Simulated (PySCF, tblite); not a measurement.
# C6H7FGe: geometry, infrared bands and NMR shifts

Wanted: the infrared bands and NMR shifts of C6H7FGe (`C#[C][GeH2][C]#CCCF`), by calculation.

Programs: tblite 0.8.0 and PySCF 2.14.0, with density-fitted response routines of our own. Each step states its level of theory. These are calculated values for one molecule in the gas phase, unless marked as measured. Atoms count from 0, in the outputs and in this text.

## (1) The molecule as given

15 atoms, charge 0, multiplicity 1; geometry from: force field or distance geometry start.

Bonds of the start (Å): C0–C1 1.21, C1–Ge2 1.89, Ge2–C3 1.91, C3–C4 1.20, C4–C5 1.47, C5–C6 1.53, C6–F7 1.38, C0–H8 1.06, Ge2–H9 1.55, Ge2–H10 1.54, C5–H11 1.11, C5–H12 1.10, C6–H13 1.11, C6–H14 1.11.

## (2) Optimising the geometry with GFN2-xTB

What the job is given:

```
{"job": {"kind": "relax", "xc": "GFN2-xTB", "basis": "xTB"}, "charge": 0, "multiplicity": 1}
C      3.879600     0.495800    -0.878000
C      3.110100    -0.356700    -0.511100
Ge     1.935300    -1.715100     0.092500
C      0.191200    -0.969400     0.271200
C     -0.912400    -0.508500     0.407700
C     -2.258400     0.065800     0.543900
C     -2.244600     1.548500     0.174200
F     -3.511800     2.070800     0.326600
H      4.539800     1.250700    -1.206000
H      1.885200    -2.860600    -0.947100
H      2.403900    -2.264100     1.454100
H     -2.589800    -0.058200     1.600800
H     -2.960200    -0.479500    -0.107700
H     -1.547600     2.102800     0.840600
H     -1.924800     1.685500    -0.875100
```

Run with:

```bash
> OMP_NUM_THREADS=1 python probes_run.py task.json out
```

One launch serves the whole session: the jobs run in the order shown.

**Question.** This job is followed by: GFN2-xTB harmonic vibrations, gas phase; GIAO PBE0/pcSseg-1 NMR shielding, non-relativistic, gas phase. Predict these results of the whole session: strongest single infrared mode (GFN2-xTB); zero-point energy (GFN2-xTB); 13C shifts against TMS (PBE0/pcSseg-1); 1H shifts against TMS (PBE0/pcSseg-1, means over atoms taken as alike); 73Ge shifts against GeMe4 (PBE0/pcSseg-1); 19F shifts against CFCl3 (PBE0/pcSseg-1).

**Answer**, as computed:

```
                                                              quantity                                     value
                             strongest single infrared mode (GFN2-xTB)                     2037 cm⁻¹, 463 km/mol
                                          zero-point energy (GFN2-xTB)                             62.4 kcal/mol
                                13C shifts against TMS (PBE0/pcSseg-1)  110.3, 103.2, 84.8, 84.0, 82.8, 24.8 ppm
1H shifts against TMS (PBE0/pcSseg-1, means over atoms taken as alike)                4.83, 4.55, 2.85, 1.78 ppm
                             73Ge shifts against GeMe4 (PBE0/pcSseg-1)                                  -236 ppm
                              19F shifts against CFCl3 (PBE0/pcSseg-1)                                -240.3 ppm
```

**Reading.** The optimisation took 17 steps and gained 0.062 eV; among the close pairs (by a distance rule), Ge2–H9 changed most, from 1.548 to 1.497 Å. The lowest mode is slightly imaginary (8i cm⁻¹), a soft motion within the noise of the Hessian, so the minimum is not strictly shown. The strongest single mode, at 2037 cm⁻¹, moves mainly H10 and H9. Unscaled tight-binding wavenumbers are off by several per cent, some by more. Its intensities can rank the bands wrongly. The most deshielded hydrogen is H13, H14 (mean) (hydrogen on an sp3 CH2 bonded to F), at 4.83 ppm: its carbon carries F, hence the downfield position. Spin-orbit coupling is left out, which matters for shieldings and couplings at and beside the heavy atoms.
